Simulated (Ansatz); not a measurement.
**LiSe+ (quintet): the correlation ladder, cc-pVDZ**

An exercise on one series of results from a longer session: the logs are not shown, and one member is left open.

Program: Ansatz 0.2.0, Gaussian basis. Level of theory: cc-pVDZ, core rule «outside noble gas», up to 15 orbitals frozen. These are calculated values, not measurements.

The runs, in order: UHF; CCSD(T) on ROHF; CCSD(T) on UHF; BCCD(T) on ROHF; CISD; CCSDT(Q) on ROHF; CCSDT(Q) on UHF; CISDTQ; Full CI.

19 further runs of the same task are left out: 7 for a known fault of the program, 2 that didn't finish, 10 set aside as unsound or not needed.

## What is computed

The geometry is a PBE0/def2-TZVP stationary point (not a proven minimum) of the parent state, kept for this charge and spin. No spin-orbit coupling is included. The filled d shell of Se may be among the frozen orbitals whatever the setting's name suggests; the logs give the count.

2 atoms, charge 1, spin multiplicity 5.

Atoms are counted from 1 here; the program's logs count them from 0.

Bond lengths: Se1–Li2 2.568 Å.

Set-up of the first run:

in.yaml

```yaml
crystal:
  periodic: [false, false, false]
  atoms:
    - {symbol: Se, position_ang: [0.000000, 0.000000, 0.000000]}
    - {symbol: Li, position_ang: [0.000000, 0.000000, 2.568200]}
basis:
  gaussian: {orbitals: cc-pVDZ}
total_charge: 1
magnetization: {spin_polarized: true, initial_magnetization: 4}
hamiltonian: {xc: hf}
output: {orbitals: {seedname: orbitals}}
```

On the command line:

```bash
ansatz run in.yaml --threads 1 --pin off --events-out ev --progress --plain --max-ram 2393MiB
```

Steps of the session up to this table: UHF; CCSD(T) on ROHF; CCSD(T) on UHF; BCCD(T) on ROHF; CISD; CCSDT(Q) on ROHF; CCSDT(Q) on UHF; CISDTQ; Full CI.

One of the session's tables, all rows but one given; the rest of the session is left out.

It belongs to the step «Misses and costs». 

| method | from FCI (meV) |
| --- | --- |
| ROHF | +2152.3 |
| UHF | +2129.3 |
| RMP2 | +460.7 |
| UMP2 | +441.8 |
| CISD | +55.7 |
| RCCSD | +33.3 |
| UCCSD | +15.7 |
| RCCSD(T) | ? |
| UCCSD(T) | -9.3 |
| BCCD(T) | +8.5 |
| RCCSDT | +2.5 |
| UCCSDT | -15.0 |
| CISDTQ | +0.2 |
| RCCSDT(Q) | +0.5 |
| UCCSDT(Q) | -17.1 |
| FCI | 0 |

Q: Estimate the row for RCCSD(T) from the others.

The run gave: from FCI (meV): +8.3. In the column «from FCI (meV)» it lies between RCCSDT (+2.5) and BCCD(T) (+8.5).

Caveats from the session: UCCSD(T), UCCSDT, UCCSDT(Q) fall below full CI: unrestricted runs freeze a spin-polarised core, another one than full CI's, and coupled cluster isn't variational. Levels on UHF freeze UHF's core orbitals, full CI those of ROHF, so the U rows can settle a little off it for that reason alone. Restricted and unrestricted rows rest on different reference determinants; where their highest levels disagree by more than a few hundredths of an eV, they describe different states and don't form one ladder.
